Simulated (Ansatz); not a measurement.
Consider an atomisation energy of BrCuH₃N, SMILES [NH3+][Cu-][Br] (Ansatz 0.2.0 through its Python package).

Script `brcuh3n.py`:
```python
# -*- coding: utf-8 -*-
"""Atomisation energy of BrCuH3N at the given geometry."""

from collections import Counter

import ansatz

BASIS = "def2-SVPD"
FUNCTIONAL = "r2scan0"


def energy(molecule, charge=0, unpaired=0):
    calc = molecule.calculation().basis(gaussian=BASIS).functional(FUNCTIONAL)
    if charge:
        calc = calc.charge(charge)
    if unpaired:
        calc = calc.spin("collinear", total=unpaired)
    report = calc.run(threads=1, pin="off").report
    if report["published_state_doubts"]:
        print("  doubts:", report["published_state_doubts"])
    return report["free_energy_ev"]

GEOMETRY = """
N    -0.52570   -0.22010    0.15190
Cu    1.11000    0.99160   -0.31160
Br    2.24700   -0.43310   -0.55860
H    -1.02290   -1.05620   -0.01290
H    -1.05020    0.54600   -0.45360
H    -0.71610    0.10780    1.13850
"""

molecule = ansatz.Crystal.molecule()
for line in GEOMETRY.strip().splitlines():
    symbol, *xyz = line.split()
    molecule = molecule.atom(symbol, [float(v) for v in xyz])

# Hund ground states
unpaired = {"N": 3, "Cu": 1, "Br": 1, "H": 1}
counts = Counter(site.symbol for site in molecule.cartesian_sites)
atom_energy = {s: energy(ansatz.Crystal.molecule().atom(s, (0, 0, 0)), 0, unpaired[s]) for s in counts}
whole = energy(molecule, 0, 0)
for s, e in atom_energy.items():
    print(f"{s:2s} x{counts[s]}  {e:14.5f} eV")
print(f"BrCuH3N: {whole:.5f} eV")
split = sum(counts[s] * e for s, e in atom_energy.items()) - whole
print(f"atomisation energy (no zero-point term): {96.485332 * split:.1f} kJ/mol, {split / sum(counts.values()):.3f} eV an atom")
```

What does it cost to take this molecule apart into atoms?

1389.5 kJ/mol from the electronic energies, without the zero-point term.

The output:

Output of `python brcuh3n.py`:
```text
N  x1     -1483.47621 eV
Cu x1    -44631.27986 eV
Br x1    -70036.39620 eV
H  x3       -13.58464 eV
BrCuH3N: -116206.30787 eV
atomisation energy (no zero-point term): 1389.5 kJ/mol, 2.400 eV an atom
```

These settings explore the input space; basis and method may be short of convergence. The geometry is a force-field or estimated start, not a minimum of this method, and the basis set is short of its limit. All parts are taken at fixed geometry, without zero-point energy. The spin-orbit lowering of heavy atoms is left out. Timing: 10 s on 1 thread of Intel(R) Xeon(R) Platinum 8375C CPU @ 2.90GHz (Ice Lake) (shared host), peak memory 0.37 GiB.

(A comment or docstring line of the script was reworded after the run, the code is as it ran; lines on the test bed's own set-up are left out of the output.)
